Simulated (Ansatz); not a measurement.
# GaN2H5: up Jacob's ladder to CCSD(T)

How much do the methods differ for GaN2H5? The plan is to run it at one geometry with functionals of several rungs and with coupled cluster, and see how far each lands from CCSD(T) at the basis-set limit for the atomisation energy.

Method: functionals in def2-TZVPP, the program's frozen cores in correlated methods; program: Ansatz 0.2.0, Gaussian basis.

Levels to be run: LDA (SPW92), PBE-D4, revPBE-D4, BLYP-D4, r2SCAN-D4, B97M-V, PBE0-D4, B3LYP-D4, r2SCANh-D4, r2SCAN0-D4, HSE06-D4, BHLYP-D4, CAM-B3LYP-D4, LC-ωPBE, ωB97X-V, ωB97M-V, B2PLYP, PBE-QIDH; CCSD(T)/def2-SVP; CCSD(T)/def2-TZVPP; CCSD(T)/def2-QZVPP; extrapolation to the limit; RPA on PBE.

**1. The relaxed structure**

The geometry comes from an earlier relaxation with PBE0-D4 in a triple-zeta def2 set; it is a stationary point, not always the lowest conformer.

SMILES `[NH2][GaH][NH2]`, 8 atoms, charge 0, spin multiplicity 1.

Atoms are counted from 1 here; the program's logs count them from 0.

Bond lengths: N1–Ga2 1.816 Å, N1–H4 1.005 Å, N1–H5 1.005 Å, Ga2–N3 1.816 Å, Ga2–H6 1.553 Å, N3–H7 1.004 Å, N3–H8 1.005 Å. Angles: Ga2–N1–H4 124.7°, Ga2–N1–H5 123.2°, H4–N1–H5 111.9°, N1–Ga2–N3 117.1°, N1–Ga2–H6 121.4°, N3–Ga2–H6 121.4°, Ga2–N3–H7 123.2°, Ga2–N3–H8 124.7°, H7–N3–H8 112.0°.

**2. LDA**

This LDA is Slater exchange with PW92 correlation.

in.yaml reads:

```yaml
crystal:
  periodic: [false, false, false]
  atoms:
    - {symbol: N, position_ang: [-1.049649, 0.718438, -0.930375]}
    - {symbol: Ga, position_ang: [0.193172, 0.505738, 0.376407]}
    - {symbol: N, position_ang: [0.884644, -1.158503, 0.598436]}
    - {symbol: H, position_ang: [-1.406579, -0.023964, -1.505982]}
    - {symbol: H, position_ang: [-1.523115, 1.587518, -1.102280]}
    - {symbol: H, position_ang: [0.647470, 1.696838, 1.264136]}
    - {symbol: H, position_ang: [1.604277, -1.370520, 1.266378]}
    - {symbol: H, position_ang: [0.649790, -1.955546, 0.033280]}
basis:
  gaussian: {orbitals: def2-TZVPP}
hamiltonian: {xc: lda}
output: {orbitals: {seedname: orbitals}}
```

Command:

```console
$ ansatz run in.yaml --threads 2 --pin off --events-out ev --progress --plain --max-ram 22528MiB --backend cpu
```

After this run come: PBE-D4 (GGA); revPBE-D4 (GGA); BLYP-D4 (GGA); r2SCAN-D4 (meta-GGA); B97M-V (meta-GGA); PBE0-D4 (hybrid); B3LYP-D4 (hybrid); r2SCANh-D4 (hybrid); r2SCAN0-D4 (hybrid); HSE06-D4 (hybrid); BHLYP-D4 (hybrid); CAM-B3LYP-D4 (range-separated); LC-ωPBE (range-separated); ωB97X-V (range-separated); ωB97M-V (range-separated); B2PLYP (double hybrid); PBE-QIDH (double hybrid); CCSD(T) in def2-SVP; CCSD(T) in def2-TZVPP; CCSD(T) in def2-QZVPP; RPA on PBE orbitals.

Before running them: what should the planned runs give, taken together? Wanted: atomisation energy, CCSD(T)/CBS; farthest beyond LDA; mean size of error, GGA; mean size of error, meta-GGA; mean size of error, hybrid; mean size of error, range-separated; mean size of error, double hybrid; gap, smallest and largest; T1 diagnostic.

**Answer**, as computed:

| quantity | value |
| --- | --- |
| atomisation energy, CCSD(T)/CBS | 2477.7 kJ/mol |
| functionals within 24.8 kJ/mol (1.0 %) | PBE-D4, BLYP-D4, B3LYP-D4, CAM-B3LYP-D4, LC-ωPBE, ωB97X-V, ωB97M-V |
| farthest beyond LDA | BHLYP-D4 (-98.3 kJ/mol) |
| mean size of error, GGA | 27.7 kJ/mol |
| mean size of error, meta-GGA | 29.9 kJ/mol |
| mean size of error, hybrid | 54.4 kJ/mol |
| mean size of error, range-separated | 9.3 kJ/mol |
| mean size of error, double hybrid | 48.0 kJ/mol |
| gap, smallest and largest | 4.79 eV (BLYP-D4), 11.90 eV (LC-ωPBE) |
| T1 diagnostic | 0.0129 |
| triples share of the correlation energy | 3.7 % |

In words: LDA overbinds by 349.4 kJ/mol (14 %). PBE-D4 misses by +13.1 kJ/mol. Double hybrids carry the basis error of their MP2 part in triple zeta, and no dispersion term here, so their miss is partly the set-up's. Taken by rung, range-separated functionals do best (9.3 kJ/mol on average) and hybrid ones worst beyond LDA (54.4 kJ/mol). The mean of the hybrids holds BHLYP, with half exact exchange. Misses under about 24.8 kJ/mol are within the doubt on the reference itself, which lacks core-valence correlation, relativity and higher excitations, and its outer-core shells are covered unevenly. Hartree-Fock recovers 66 % of the binding; the rest is correlation. CCSD(T) in def2-SVP is off by -214.3 kJ/mol, so the small basis spoils what the method gains. Orbital gaps span 4.8 to 11.9 eV; exact exchange widens them. Correlated methods include outer-core shells of Ga, which these sets cover unevenly.
